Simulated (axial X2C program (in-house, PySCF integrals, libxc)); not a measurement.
# Ga₂⁺: bond curves with and without spin–orbit coupling

Aim: find the lowest determinant of Ga₂⁺, scan the bond at several levels and fit the constants, once spin-free and once with spin–orbit coupling.

Computed with an in-house X2C program for linear molecules on PySCF integrals. Level: all-electron X2C, Ga dyall-cv3z.

All values are calculated.

## Step 1: Input

task.json reads:

```json
{"zs": [31, 31], "q": 1, "bas": ["dyall-cv3z", "dyall-cv3z"], "levels": ["PBE0", "HF", "BHandHLYP"], "cc": true, "r0": 2.48, "thr": -1.0, "nmax": 90, "npts": 10, "nst": 2, "ntry": 6}
```

Keys: zs atomic numbers; q charge; bas basis sets; levels methods (HF also brings MP2); cc coupled cluster on or off; r0 starting distance in Å; thr threshold in hartree for freezing inner shells (an s shell follows its p shell); nmax most natural virtual spinors; npts points asked for on the curve; nst determinants followed; ntry starts of the search.

Run with:

```console
python so2c.py task.json out
```

Spin-free means the one-electron spin-free X2C Hamiltonian; two-component (2c) means X2C with spin–orbit coupling and atomic mean-field two-electron Coulomb and Gaunt terms. Basis: Ga dyall-cv3z contracted to [9s9p7d4f1g]; Gaussian nuclei, density fitting. Masses: Ga 68.926 u.

Notation: σ, π±, δ± give the projection m of an orbital's angular momentum (0, ±1, ±2), α and β its spin, Λ and M_S the sums; ω is the projection of a spinor's total angular momentum and Ω the sum. Logs are in hartree.

The results follow Hamiltonian by Hamiltonian and level by level.

## Step 2: State search with PBE0

PBE0 moves the distance from 2.480 Å to 3.281 Å and compares determinants there.

Spin-free determinants:

```tsv
ΔE (eV)	state	open shells
0.00	M_S = 1/2, Λ = 0	beyond closed shells: σα
0.78	M_S = 1/2, Λ = 1	beyond closed shells: π+α
5.13	M_S = 3/2, Λ = 1	beyond closed shells: 2 × σα, π+α
5.82	M_S = 1/2, Λ = 1	beyond closed shells: 2 × σα, π+β
```

Two-component determinants:

| ΔE (eV) | state | open shells |
| --- | --- | --- |
| 0.00 | Ω = 1/2 | excess of +ω over −ω: ω = 1/2 |
| 0.82 | Ω = 3/2 | excess of +ω over −ω: ω = 3/2 |
| 5.17 | Ω = 5/2 | excess of +ω over −ω: 2 × ω = 1/2, ω = 3/2 |
| 5.78 | Ω = 3/2 | excess of +ω over −ω: 3 × ω = 1/2 |
| 5.86 | Ω = 1/2 | excess of +ω over −ω: 2 × ω = -1/2, ω = 3/2 |

## Step 3: PBE0, spin-free

State followed: M_S = 1/2, Λ = 0 (beyond closed shells: σα). The scan is laid around 3.281 Å, a first estimate of the minimum, and this SCF restarts from the orbitals of the search.

Output at 3.281 Å:

```text
spin-free X2C-1e  PBE0
basis functions 216  fitting functions 1250  grid points 5806
iter        total energy     max residual
   1      -3887.103801006     5.80e-05
   2      -3887.103801027     1.64e-05
   3      -3887.103801032     8.21e-06
converged
one-electron -5714.10249136  Coulomb 1823.49871208  exact exchange -37.16361929  xc functional -114.33161724  nuclear repulsion 154.99521478
```

Along the bond, energies from the lowest point:

```tsv
R (Å)	E (eV)	HOMO (eV)	LUMO (eV)	iterations
2.854	0.1317	-9.91	-7.71	12
2.986	0.0536	-9.81	-7.53	9
3.084	0.0205	-9.74	-7.41	9
3.183	0.0039	-9.66	-7.30	9
3.281	0.0000	-9.58	-7.20	3
3.396	0.0076	-9.48	-7.09	9
3.511	0.0252	-9.38	-6.99	9
3.658	0.0582	-9.25	-6.88	9
3.839	0.1090	-9.09	-6.76	9
4.101	0.1937	-8.86	-6.61	9
```

Outer orbitals at the reference distance:

| symmetry | occupied | ε (eV) | atomic character |
| --- | --- | --- | --- |
| δ+α | yes | -28.14 | 100% Ga d |
| δ-α | yes | -28.14 | 100% Ga d |
| δ-β | yes | -28.14 | 100% Ga d |
| δ+β | yes | -28.14 | 100% Ga d |
| δ+β | yes | -28.14 | 100% Ga d |
| δ-β | yes | -28.14 | 100% Ga d |
| δ-α | yes | -28.14 | 100% Ga d |
| δ+α | yes | -28.14 | 100% Ga d |
| π-α | yes | -28.05 | 100% Ga d |
| π+α | yes | -28.05 | 100% Ga d |
| σα | yes | -28.04 | 100% Ga d |
| π+α | yes | -28.03 | 100% Ga d |
| π-α | yes | -28.03 | 100% Ga d |
| π-β | yes | -28.00 | 100% Ga d |
| π+β | yes | -28.00 | 100% Ga d |
| σα | yes | -27.99 | 100% Ga d |
| π-β | yes | -27.99 | 100% Ga d |
| π+β | yes | -27.99 | 100% Ga d |
| σβ | yes | -27.97 | 100% Ga d |
| σβ | yes | -27.92 | 100% Ga d |
| σα | yes | -16.17 | 91% Ga s, 6% Ga p |
| σβ | yes | -15.53 | 93% Ga s, 6% Ga p |
| σα | yes | -14.79 | 91% Ga s, 7% Ga p |
| σβ | yes | -14.25 | 91% Ga s, 6% Ga p |
| σα | yes | -9.58 | 92% Ga p, 6% Ga s |
| π-α | no | -7.20 | 97% Ga p |
| π+α | no | -7.20 | 97% Ga p |
| σβ | no | -7.02 | 94% Ga p, 5% Ga s |
| π+β | no | -6.97 | 97% Ga p |

PBE0 fields in the half plane through the axis: z from -2.4 to 5.4 Å across, distance from the axis 0.15 to 2.25 Å upwards; Ga lies at z = 0 and Ga at z = 3.281 Å; the ELF is damped to zero where the density is low.

log10 density (e/bohr³). Ten even steps from ' ' (-4.56 ) to '@' (1.37 ):
```
      ........::::....................::::........    
  ......::::::::::::::::::::::::::::::::::::::::......
....::::::------------------------------------::::::..
..::::------==========------------==========------::..
..::::--======++++++================++++++======--::::
::::----==++++******++++========++++******++====----::
::::--====++**##%%##**++++====++++**##%%##**++====--::
::----==++++**%%@@%%**++++====++++##%%@@%%**++====--::
```

ELF. Ten even steps from '0' (0.00 ) to '9' (0.96 ):
```
000000000000000000000000000
000133321100000000112333100
003677654322211222345677630
037888654444433444445788873
179997532235655653223579996
489985212124666642121268998
699983257523677622564248999
799972383832677623728337999
```

Re = 3.267 Å, ωe = 90.9 cm⁻¹, ωexe = 0.303 cm⁻¹, Be = 0.04583 cm⁻¹, De = 1.56 eV.

## Step 4: HF, spin-free

The SCF at the reference distance of 3.281 Å:

```text
spin-free X2C-1e  HF
basis functions 216  fitting functions 1250  grid points 5806
iter        total energy     max residual
   1      -3884.263041645     2.81e-01
   2      -3884.300856115     1.29e-02
   3      -3884.302525340     2.56e-02
   4      -3884.303569545     4.10e-03
   5      -3884.303634722     1.21e-03
   6      -3884.303666791     9.52e-04
   7      -3884.303669537     3.34e-04
   8      -3884.303670277     7.58e-05
   9      -3884.303670325     4.35e-05
  10      -3884.303670330     4.51e-06
  11      -3884.303670330     8.18e-07
converged
one-electron -5715.33378478  Coulomb 1824.93096140  exact exchange -148.89606173  xc functional 0.00000000  nuclear repulsion 154.99521478
```

Re = 3.329 Å, ωe = 93.6 cm⁻¹, ωexe = 0.244 cm⁻¹, Be = 0.04414 cm⁻¹, De = 1.19 eV.

## Step 5: BHandHLYP, spin-free

Output at 3.281 Å:

```text
spin-free X2C-1e  BHandHLYP
basis functions 216  fitting functions 1250  grid points 5806
iter        total energy     max residual
   1      -3887.531958623     9.43e-02
   2      -3887.534607813     7.91e-03
   3      -3887.534855440     1.89e-02
   4      -3887.535107637     4.00e-04
   5      -3887.535108390     9.15e-05
   6      -3887.535108484     5.67e-05
   7      -3887.535108499     7.74e-06
   8      -3887.535108499     2.85e-06
converged
one-electron -5714.85188178  Coulomb 1824.31602834  exact exchange -74.37047871  xc functional -77.62399112  nuclear repulsion 154.99521478
```

Re = 3.281 Å, ωe = 91.9 cm⁻¹, ωexe = 0.298 cm⁻¹, Be = 0.04543 cm⁻¹, De = 1.44 eV.

## Step 6: MP2 and beyond, spin-free

Correlated methods: 5 electrons correlated (frozen shells, counted by type: Ga 3 s, 2 p, 1 d), 323 virtual spinors in MP2, 89 natural virtuals in coupled cluster.

Output of the correlated part at 3.281 Å:

```text
correlated 5  virtual 323  natural virtual 89  E(MP2) -0.066796791  MP2 remainder -0.001543943
iter   CCSD correlation   residual
   1     -0.079908606   1.33e-01
   2     -0.087975602   5.80e-02
   3     -0.088617260   1.27e-02
   4     -0.088719394   3.45e-03
   5     -0.088716481   1.20e-03
   6     -0.088715600   3.43e-04
   7     -0.088718792   9.13e-05
   8     -0.088718890   3.34e-05
   9     -0.088718774   1.23e-05
  10     -0.088718700   3.98e-06
  11     -0.088718738   1.64e-06
  12     -0.088718762   4.92e-07
  13     -0.088718768   1.80e-07
(T) -0.001850163  T1 0.0276  D1 0.0511  max T2 0.082
```

T1 in the output is the amplitude norm over the root of the electron number; divide by √2 for the Lee–Taylor value.

MP2: Re = 3.261 Å, ωe = 96.8 cm⁻¹, Be = 0.046 cm⁻¹, De = 1.31 eV.

CCSD: Re = 3.256 Å, ωe = 98.6 cm⁻¹, ωexe = 0.275 cm⁻¹, Be = 0.04615 cm⁻¹, De = 1.31 eV. T1 at Re = 0.020 (Lee–Taylor, the printed value over √2).

CCSD(T): Re = 3.244 Å, ωe = 99.6 cm⁻¹, ωexe = 0.285 cm⁻¹, Be = 0.04648 cm⁻¹, De = 1.34 eV. T1 at Re = 0.020 (Lee–Taylor, the printed value over √2).

## Step 7: A higher determinant, spin-free

State: M_S = 1/2, Λ = 1 (beyond closed shells: π+α).

Output at the reference distance:

```text
spin-free X2C-1e  PBE0
basis functions 216  fitting functions 1250  grid points 5806
iter        total energy     max residual
   1      -3887.074985895     4.14e-05
   2      -3887.074985919     2.30e-05
   3      -3887.074985927     1.27e-05
converged
one-electron -5713.20511487  Coulomb 1822.59093424  exact exchange -37.15275226  xc functional -114.30326782  nuclear repulsion 154.99521478
```

```tsv
R (Å)	E above the lowest PBE0 point (eV)
2.854	0.689
2.986	0.708
3.084	0.731
3.183	0.757
3.281	0.784
3.396	0.816
3.511	0.845
3.658	0.879
3.839	0.913
```

No constants are quoted: the lowest point is the short end of the scan.

## Step 8: The spin-free curves together

Energy (eV) of the followed determinant, spin-free, from each level's lowest point:

```tsv
R (Å)	PBE0	HF	MP2	CCSD	CCSD(T)	BHandHLYP
2.854	0.132	0.191	0.145	n/a	n/a	0.146
2.986	0.054	0.087	0.058	0.057	0.053	0.061
3.084	0.021	0.040	0.022	0.021	0.018	0.025
3.183	0.004	0.012	0.004	0.003	0.002	0.006
3.281	0.000	0.000	0.000	0.000	0.000	0.000
3.396	0.008	0.001	0.009	0.010	0.012	0.006
3.511	0.025	0.015	0.030	0.032	0.035	0.023
3.658	0.058	0.045	0.068	0.072	0.076	0.056
3.839	0.109	0.098	0.127	n/a	n/a	0.107
4.101	0.194	0.191	0.226	n/a	n/a	0.194
```

## Step 9: PBE0, 2c

State followed: Ω = 1/2 (excess of +ω over −ω: ω = 1/2). The scan is laid around 3.281 Å, a first estimate of the minimum, and this SCF restarts from the orbitals of the search.

The SCF at the reference distance of 3.281 Å:

```text
two-component X2C + atomic mean field  PBE0
basis functions 216  fitting functions 1250  grid points 5806
iter        total energy     max residual
   1      -3885.896393383     4.75e-05
   2      -3885.896393385     8.17e-06
converged
one-electron -5711.04490273  Coulomb 1822.88632632  exact exchange -37.15113361  xc functional -114.29313767  nuclear repulsion 154.99521478  atomic mean-field constant -1.28876047
```

Along the bond, energies from the lowest point:

```tsv
R (Å)	E (eV)	HOMO (eV)	LUMO (eV)	iterations
2.854	0.1327	-9.91	-7.74	12
2.986	0.0542	-9.81	-7.57	9
3.084	0.0209	-9.74	-7.45	9
3.183	0.0041	-9.66	-7.34	9
3.281	0.0000	-9.57	-7.23	2
3.396	0.0074	-9.48	-7.13	9
3.511	0.0249	-9.38	-7.03	9
3.658	0.0576	-9.25	-6.92	9
3.839	0.1082	-9.09	-6.79	9
4.101	0.1925	-8.86	-6.65	9
```

Outer spinors at the reference distance:

```
   ω  occupied  ε (eV)   atomic character     λ mixture
 3/2       yes  -28.39          100% Ga d  85% δ, 15% π
 3/2       yes  -28.39          100% Ga d  86% δ, 14% π
-3/2       yes  -28.38          100% Ga d  88% δ, 12% π
-3/2       yes  -28.38          100% Ga d  88% δ, 12% π
 1/2       yes  -28.28          100% Ga d  54% π, 46% σ
-1/2       yes  -28.28          100% Ga d  73% π, 27% σ
-1/2       yes  -28.27          100% Ga d  67% π, 33% σ
 1/2       yes  -28.26          100% Ga d  62% π, 38% σ
 5/2       yes  -27.98          100% Ga d        100% δ
-5/2       yes  -27.98          100% Ga d        100% δ
-5/2       yes  -27.97          100% Ga d        100% δ
 5/2       yes  -27.97          100% Ga d        100% δ
 3/2       yes  -27.90          100% Ga d  85% π, 15% δ
 3/2       yes  -27.89          100% Ga d  86% π, 14% δ
-3/2       yes  -27.86          100% Ga d  88% π, 12% δ
 1/2       yes  -27.85          100% Ga d  54% σ, 46% π
-3/2       yes  -27.84          100% Ga d  88% π, 12% δ
 1/2       yes  -27.83          100% Ga d  62% σ, 38% π
-1/2       yes  -27.83          100% Ga d  67% σ, 33% π
-1/2       yes  -27.80          100% Ga d  73% σ, 27% π
 1/2       yes  -16.17  91% Ga s, 6% Ga p        100% σ
-1/2       yes  -15.53  93% Ga s, 6% Ga p        100% σ
 1/2       yes  -14.78  91% Ga s, 7% Ga p        100% σ
-1/2       yes  -14.25  91% Ga s, 6% Ga p        100% σ
 1/2       yes   -9.57  92% Ga p, 6% Ga s        100% σ
-1/2        no   -7.23           97% Ga p        100% π
 3/2        no   -7.16           97% Ga p        100% π
-1/2        no   -7.02  94% Ga p, 5% Ga s        100% σ
 1/2        no   -7.01           97% Ga p        100% π
```

PBE0 fields in the half plane through the axis: z from -2.4 to 5.4 Å across, distance from the axis 0.15 to 2.25 Å upwards; Ga lies at z = 0 and Ga at z = 3.281 Å; the ELF is damped to zero where the density is low.

log10 density (e/bohr³). Ten even steps from '0' (-4.56 ) to '9' (1.37 ):
```
000111122111111111122111100
011122222222222222222222111
112223333333333333333332221
122333444443333334444433321
122344455544444444555444322
223345566655444455666544332
223445678765544556787654432
233455689865544557898654432
```

ELF. Ten even steps from '0' (0.00 ) to '9' (0.96 ):
```
000000000000000000000000000
000133321100000000112333100
003677654322211222345677630
037888654444433444445788873
179997532235655653223579996
489985212124666642121268998
699983257523677622564248999
799972383832677623728337999
```

Re = 3.269 Å, ωe = 90.8 cm⁻¹, ωexe = 0.304 cm⁻¹, Be = 0.04578 cm⁻¹, De = 1.56 eV.

## Step 10: HF, 2c

Output at 3.281 Å:

```text
two-component X2C + atomic mean field  HF
basis functions 216  fitting functions 1250  grid points 5806
iter        total energy     max residual
   1      -3883.056656526     2.81e-01
   2      -3883.094452858     1.29e-02
   3      -3883.096124015     2.55e-02
   4      -3883.097167507     4.11e-03
   5      -3883.097234078     1.20e-03
   6      -3883.097267802     9.92e-04
   7      -3883.097271047     3.62e-04
   8      -3883.097272227     1.16e-04
   9      -3883.097272469     1.08e-04
  10      -3883.097272671     4.58e-05
  11      -3883.097272785     4.40e-05
  12      -3883.097272834     3.27e-05
  13      -3883.097272840     9.08e-06
  14      -3883.097272841     2.00e-06
converged
one-electron -5712.27354785  Coulomb 1824.31587648  exact exchange -148.84605578  xc functional 0.00000000  nuclear repulsion 154.99521478  atomic mean-field constant -1.28876047
```

Re = 3.330 Å, ωe = 93.6 cm⁻¹, ωexe = 0.244 cm⁻¹, Be = 0.0441 cm⁻¹, De = 1.10 eV.

## Step 11: BHandHLYP, 2c

Output at 3.281 Å:

```text
two-component X2C + atomic mean field  BHandHLYP
basis functions 216  fitting functions 1250  grid points 5806
iter        total energy     max residual
   1      -3886.324612535     9.43e-02
   2      -3886.327260856     7.93e-03
   3      -3886.327508371     1.89e-02
   4      -3886.327760361     3.94e-04
   5      -3886.327761204     9.31e-05
   6      -3886.327761345     6.89e-05
   7      -3886.327761379     1.34e-05
   8      -3886.327761383     7.12e-06
converged
one-electron -5711.79351664  Coulomb 1823.70285078  exact exchange -74.34549342  xc functional -77.59805640  nuclear repulsion 154.99521478  atomic mean-field constant -1.28876047
```

Re = 3.283 Å, ωe = 91.8 cm⁻¹, ωexe = 0.299 cm⁻¹, Be = 0.04538 cm⁻¹, De = 1.36 eV.

## Step 12: Correlated methods, 2c

Correlated methods: 5 electrons correlated (frozen shells, counted by type: Ga 3 s, 2 p, 1 d), 323 virtual spinors in MP2, 89 natural virtuals in coupled cluster.

Output of the correlated part at 3.281 Å:

```text
correlated 5  virtual 323  natural virtual 89  E(MP2) -0.066748103  MP2 remainder -0.001543333
iter   CCSD correlation   residual
   1     -0.079848019   1.33e-01
   2     -0.087911106   5.80e-02
   3     -0.088556631   1.28e-02
   4     -0.088660805   3.54e-03
   5     -0.088658449   1.30e-03
   6     -0.088657901   4.45e-04
   7     -0.088662187   1.90e-04
   8     -0.088661720   1.08e-04
   9     -0.088661288   5.54e-05
  10     -0.088661093   2.11e-05
  11     -0.088661398   9.54e-06
  12     -0.088661551   4.52e-06
  13     -0.088661577   2.12e-06
  14     -0.088661559   8.83e-07
(T) -0.001849040  T1 0.0278  D1 0.0514  max T2 0.082
```

MP2: Re = 3.263 Å, ωe = 96.7 cm⁻¹, Be = 0.04595 cm⁻¹, De = 1.26 eV.

CCSD: Re = 3.257 Å, ωe = 98.5 cm⁻¹, ωexe = 0.275 cm⁻¹, Be = 0.04611 cm⁻¹, De = 1.26 eV. T1 at Re = 0.020 (Lee–Taylor, the printed value over √2).

CCSD(T): Re = 3.246 Å, ωe = 99.6 cm⁻¹, ωexe = 0.285 cm⁻¹, Be = 0.04644 cm⁻¹, De = 1.29 eV. T1 at Re = 0.020 (Lee–Taylor, the printed value over √2).

## Step 13: A higher determinant, 2c

State: Ω = 3/2 (excess of +ω over −ω: ω = 3/2).

Output at the reference distance:

```text
two-component X2C + atomic mean field  PBE0
basis functions 216  fitting functions 1250  grid points 5806
iter        total energy     max residual
   1      -3885.866079494     4.29e-05
   2      -3885.866079498     1.05e-05
converged
one-electron -5710.10890144  Coulomb 1821.94049518  exact exchange -37.14013960  xc functional -114.26398794  nuclear repulsion 154.99521478  atomic mean-field constant -1.28876047
```

```tsv
R (Å)	E above the lowest PBE0 point (eV)
2.854	0.731
2.986	0.750
3.084	0.772
3.183	0.798
3.281	0.825
3.396	0.856
3.511	0.886
3.658	0.920
3.839	0.954
```

No constants are quoted: the lowest point is the short end of the scan.

## Step 14: The 2c curves together

Energy (eV) of the followed determinant, 2c, from each level's lowest point:

```tsv
R (Å)	PBE0	HF	MP2	CCSD	CCSD(T)	BHandHLYP
2.854	0.133	0.192	0.146	n/a	n/a	0.147
2.986	0.054	0.088	0.059	0.058	0.053	0.062
3.084	0.021	0.040	0.022	0.021	0.018	0.025
3.183	0.004	0.012	0.004	0.003	0.002	0.006
3.281	0.000	0.000	0.000	0.000	0.000	0.000
3.396	0.007	0.001	0.009	0.010	0.012	0.006
3.511	0.025	0.014	0.029	0.032	0.035	0.023
3.658	0.058	0.045	0.067	0.072	0.076	0.055
3.839	0.108	0.097	0.126	n/a	n/a	0.107
4.101	0.193	0.190	0.225	n/a	n/a	0.193
```

Time for the job: 2.1 min (1 thread of Arm Neoverse V1, shared host); peak memory 0.57 GiB.

## Step 15: What came out

Lowest determinant that the search found at its distance, spin-free: M_S = 1/2, Λ = 0 (beyond closed shells: σα).

Lowest determinant that the search found at its distance, 2c: Ω = 1/2 (excess of +ω over −ω: ω = 1/2).

| Hamiltonian | level | Re (Å) | ωe (cm⁻¹) | De (eV) |
| --- | --- | --- | --- | --- |
| spin-free | PBE0 | 3.267 | 90.9 | 1.56 |
| spin-free | HF | 3.329 | 93.6 | 1.19 |
| spin-free | MP2 | 3.261 | 96.8 | 1.31 |
| spin-free | CCSD | 3.256 | 98.6 | 1.31 |
| spin-free | CCSD(T) | 3.244 | 99.6 | 1.34 |
| spin-free | BHandHLYP | 3.281 | 91.9 | 1.44 |
| 2c | PBE0 | 3.269 | 90.8 | 1.56 |
| 2c | HF | 3.330 | 93.6 | 1.10 |
| 2c | MP2 | 3.263 | 96.7 | 1.26 |
| 2c | CCSD | 3.257 | 98.5 | 1.26 |
| 2c | CCSD(T) | 3.246 | 99.6 | 1.29 |
| 2c | BHandHLYP | 3.283 | 91.8 | 1.36 |

Time per point (s) on 1 thread of Arm Neoverse V1, shared host (2c runs; CCSD comes with the CCSD(T) run); the times are rough: PBE0 0.84, HF 0.78, MP2 0.88, CCSD(T) 2.4, BHandHLYP 0.87.

In words: At CCSD(T), going from spin-free to two-component changes Re by +1 mÅ, ωe by -0.1 %; the spin-free picture holds up (part of it comes from the scalar share of the two-electron terms). De moves by -0.05 eV; both De rest on single-determinant atoms, which can miss part of an open shell's spin–orbit lowering.

De refers to Ga + Ga+, each in the lowest determinant found, which need not be this curve's own limit. Each curve is one determinant whose occupation by symmetry is held fixed; it was picked as the lowest of a PBE0 search that is not exhaustive. De is counted from the lowest determinant-based energies of the atoms at the same level, without counterpoise correction. Density functionals use the spin component along the axis (collinear). CCSD and (T) use frozen natural virtuals with an MP2 correction for the truncation. With the outer-core shells frozen, correlated bond lengths of heavy atoms tend to come out a few hundredths of an ångström too long.
